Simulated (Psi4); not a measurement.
**BCl3 (boron trichloride) at PBE/def2-SVPD**

Aim: the vertical ionisation energy of BCl3 (boron trichloride) at PBE/def2-SVPD, from 2 runs. 

Program for the calculation: Psi4 1.11.

1 further run of the same task is left out (set aside as unsound or not needed).

## 1. The system as given

BCl3: 4 atoms, total charge 0, spin state singlet. As SMILES, `ClB(Cl)Cl`. Geometry: relaxed at GFN2-xTB.

Bond lengths: B1–Cl2 1.722 Å, B1–Cl3 1.723 Å, B1–Cl4 1.724 Å. Angles: Cl2–B1–Cl3 120.0°, Cl2–B1–Cl4 120.0°, Cl3–B1–Cl4 120.0°.

## 2. A single-point energy at PBE/def2-SVPD

bcl3.xyz reads:

```xyz
4
BCl3
B      0.000530     0.000400     0.004030
Cl     1.722160    -0.027500     0.011870
Cl    -0.837250     1.505610    -0.018540
Cl    -0.885440    -1.478510     0.002640
```

calc.py reads:

```python
import psi4

psi4.set_memory('1600 MB')
psi4.set_num_threads(1)
psi4.core.set_output_file('psi4.out', False)

with open('bcl3.xyz') as f:
    atoms = ''.join(f.readlines()[2:])
molecule = psi4.geometry('0 1\n' + atoms + 'symmetry c1')

psi4.set_options({
    'basis': 'def2-SVPD',
    'puream': True,
    'e_convergence': 1e-09,
    'd_convergence': 1e-08,
    'scf_type': 'pk',
    'dft_radial_points': 99,
    'dft_spherical_points': 590,
})

result, w = psi4.energy('PBE', molecule=molecule, return_wfn=True)
psi4.oeprop(w, 'MULLIKEN_CHARGES', 'LOWDIN_CHARGES', 'QUADRUPOLE')
print('E =', round(result, 9))
for k, v in sorted(psi4.core.scalar_variables().items()):
    print(f'{k:45s} {v:18.10f}')
```

Started as:

```sh
$ python calc.py
```

psi4.out:

```text
[...]
  Running in c1 symmetry.
[...]
  Nuclear repulsion =  232.068676989029029
[...]
  Multiplicity = 1
[...]
  Nalpha       = 28
  Nbeta        = 28
[...]
    Number of basis functions: 101
[...]
   @RKS iter   1: -1404.43675329937014    2.25226e-01   4.14672e-03 DIIS/ADIIS
[...]
   @RKS iter  10: -1404.53791415819205   -2.95586e-11   1.15675e-09 DIIS
[...]
    Orbital Energies [Eh]
    ---------------------
    Doubly Occupied:
       1A   -100.680795     2A   -100.680671     3A   -100.680511
       4A     -9.213866     5A     -9.213728     6A     -9.213552
       7A     -7.042158     8A     -7.042028     9A     -7.041861
      10A     -7.036396    11A     -7.036261    12A     -7.036086
      13A     -7.033805    14A     -7.033672    15A     -7.033501
      16A     -6.654583    17A     -0.830820    18A     -0.782260
      19A     -0.781960    20A     -0.486831    21A     -0.424634
      22A     -0.424517    23A     -0.380599    24A     -0.319874
      25A     -0.319801    26A     -0.316208    27A     -0.316014
      28A     -0.284211
[...]
  @RKS Final Energy: -1404.53791415819205
   => Energetics <=
    Nuclear Repulsion Energy =            232.0686769890290293
    One-Electron Energy =               -2400.1428301480314076
    Two-Electron Energy =                 851.7244139963482894
    DFT Exchange-Correlation Energy =     -88.1881749955376932
    Empirical Dispersion Energy =           0.0000000000000000
    VV10 Nonlocal Energy =                  0.0000000000000000
    Total Energy =                      -1404.5379141581920521
[...]
 Multipole Moments:
 ------------------------------------------------------------------------------------
     Multipole            Electronic (a.u.)      Nuclear  (a.u.)        Total (a.u.)
 ------------------------------------------------------------------------------------
 L = 1.  Multiply by 2.5417464519 to convert [e a0] to [Debye]
 Dipole X            :          0.0035864           -0.0004256            0.0031608
 Dipole Y            :          0.0024098           -0.0003212            0.0020886
 Dipole Z            :          0.0049495           -0.0032361            0.0017134
 Magnitude           :                                                    0.0041580
 L = 2.  Multiply by 1.3450342976 to convert [e a0^2] to [Debye ang]
 Quadrupole XX       :       -302.4648579          270.2012394          -32.2636185
 Quadrupole XY       :         -0.0770681            0.0728832           -0.0041848
[...]
  Mulliken Charges: (a.u.)
   Center  Symbol    Alpha    Beta     Spin     Total
       1     B     1.96376  1.96376  0.00000  1.07248
       2    CL     8.67827  8.67827  0.00000 -0.35654
       3    CL     8.67871  8.67871  0.00000 -0.35742
       4    CL     8.67926  8.67926  0.00000 -0.35852
   Total alpha = 28.00000, Total beta = 28.00000, Total charge = -0.00000
  Lowdin Charges: (a.u.)
   Center  Symbol    Alpha    Beta     Spin     Total
       1     B     3.02992  3.02992  0.00000 -1.05983
       2    CL     8.32292  8.32292  0.00000  0.35416
[...]
```

Standard output:

```text
E = -1404.537914158
CURRENT ENERGY                                  -1404.5379141582
CURRENT REFERENCE ENERGY                        -1404.5379141582
DD SOLVATION ENERGY                                 0.0000000000
DFT FUNCTIONAL TOTAL ENERGY                     -1404.5379141582
DFT TOTAL ENERGY                                -1404.5379141582
DFT VV10 ENERGY                                     0.0000000000
DFT XC ENERGY                                     -88.1881749955
GRID ELECTRONS ALPHA                               27.9999998708
GRID ELECTRONS BETA                                27.9999998708
GRID ELECTRONS TOTAL                               55.9999997416
NUCLEAR REPULSION ENERGY                          232.0686769890
ONE-ELECTRON ENERGY                             -2400.1428301480
PCM POLARIZATION ENERGY                             0.0000000000
PE ENERGY                                           0.0000000000
SCF ITERATION ENERGY                            -1404.5379141582
SCF ITERATIONS                                     10.0000000000
SCF TOTAL ENERGY                                -1404.5379141582
TWO-ELECTRON ENERGY                               851.7244139963
XC GRID RADIAL POINTS                              99.0000000000
XC GRID SPHERICAL POINTS                          590.0000000000
XC GRID TOTAL POINTS                           223697.0000000000
```

Run time: 7.5 s. Hardware: 1 thread of Intel Xeon 6975P-C (Granite Rapids), shared host; peak memory 0.69 GiB.

## 3. The doublet cation: energy and forces at UPBE/def2-SVPD

bcl3.dat reads:

```
memory 1.6 GB

molecule mol {
  1 2
  B
  Cl 1 1.721874
  Cl 1 1.722801 2 120.02893
  Cl 1 1.723984 2 119.996 3 179.38103
  symmetry c1
  no_reorient
  no_com
}

set globals {
  basis def2-SVPD
  reference uks
  puream true
  e_convergence 1e-09
  d_convergence 1e-08
  scf_type pk
  dft_radial_points 99
  dft_spherical_points 590
  maxiter 200
}

e_tot, wfn = gradient('pbe', return_wfn=True)
oeprop(wfn, 'WIBERG_LOWDIN_INDICES', 'MULLIKEN_CHARGES', 'DIPOLE', title='PBE')
```

Started as:

```sh
$ psi4 -i bcl3.dat -o bcl3.out -n 1
```

bcl3.out, shortened:

```text
[...]
  Running in c1 symmetry.
[...]
  Nuclear repulsion =  232.068637666342653
[...]
  Multiplicity = 2
[...]
  Nalpha       = 28
  Nbeta        = 27
[...]
    Number of basis functions: 101
[...]
   @UKS iter   1: -1404.09260705011184    5.69372e-01   2.89904e-03 DIIS/ADIIS
[...]
   @UKS iter  13: -1404.13905749035530   -1.36424e-12   3.19674e-09 DIIS
[...]
   @S^2 Observed:                7.514234845E-01
[...]
  @UKS Final Energy: -1404.13905749035530
   => Energetics <=
    Nuclear Repulsion Energy =            232.0686376663426529
    One-Electron Energy =               -2386.1604447129939217
    Two-Electron Energy =                 837.7873772512941741
    DFT Exchange-Correlation Energy =     -87.8346276949979909
    Empirical Dispersion Energy =           0.0000000000000000
    VV10 Nonlocal Energy =                  0.0000000000000000
    Total Energy =                      -1404.1390574903552988
[...]
  -Total Gradient:
     Atom            X                  Y                   Z
    ------   -----------------  -----------------  -----------------
       1       -0.000523810597     0.000365337156     0.000546021268
       2        0.000202773831     0.000022174789    -0.009787615195
       3        0.000203437571    -0.008136225658     0.004743316612
       4        0.000118626310     0.007749464764     0.004492783365
[...]
 Multipole Moments:
 ------------------------------------------------------------------------------------
     Multipole            Electronic (a.u.)      Nuclear  (a.u.)        Total (a.u.)
 ------------------------------------------------------------------------------------
 L = 1.  Multiply by 2.5417464519 to convert [e a0] to [Debye]
 Dipole X            :         -0.0052129            0.0032380           -0.0019749
 Dipole Y            :          0.0006213           -0.0002876            0.0003337
 Dipole Z            :          0.0009499           -0.0004351            0.0005148
 Magnitude           :                                                    0.0020680
[...]
  Mulliken Charges: (a.u.)
   Center  Symbol    Alpha    Beta     Spin     Total
       1     B     1.83501  1.92087 -0.08586  1.24413
       2    CL     8.72093  8.35998  0.36095 -0.08091
       3    CL     8.72160  8.35974  0.36186 -0.08134
[...]
```

Run time: 16 s. Hardware: 1 thread of Intel Xeon 6975P-C (Granite Rapids), shared host; peak memory 0.69 GiB.

## 4. Summary of results

Level: PBE/def2-SVPD.

```
                                          quantity           value
                        singlet BCl3: total energy  -1404.53791 Eh
                       singlet BCl3: dipole moment          0.01 D
                         singlet BCl3: HOMO energy        -7.73 eV
                         singlet BCl3: LUMO energy        -2.69 eV
                       singlet BCl3: HOMO–LUMO gap         5.04 eV
                      doublet cation: total energy  -1404.13906 Eh
doublet cation: HOMO energy (highest over α and β)       -14.72 eV
 doublet cation: LUMO energy (lowest over α and β)       -14.00 eV
                              doublet cation: ⟨S²⟩           0.751
          doublet cation: largest force on an atom      0.503 eV/Å
vertical ionisation energy (to the doublet cation)       10.853 eV
```

**Reading.** The vertical ionisation energy comes to 10.85 eV (250 kcal/mol). −ε(HOMO) before ionisation, 7.73 eV, is 3.12 eV below this ionisation energy. Mulliken charges (doublet cation) run from -0.08 on Cl4 to +1.24 on B1; in a basis this large or diffuse they mean little.
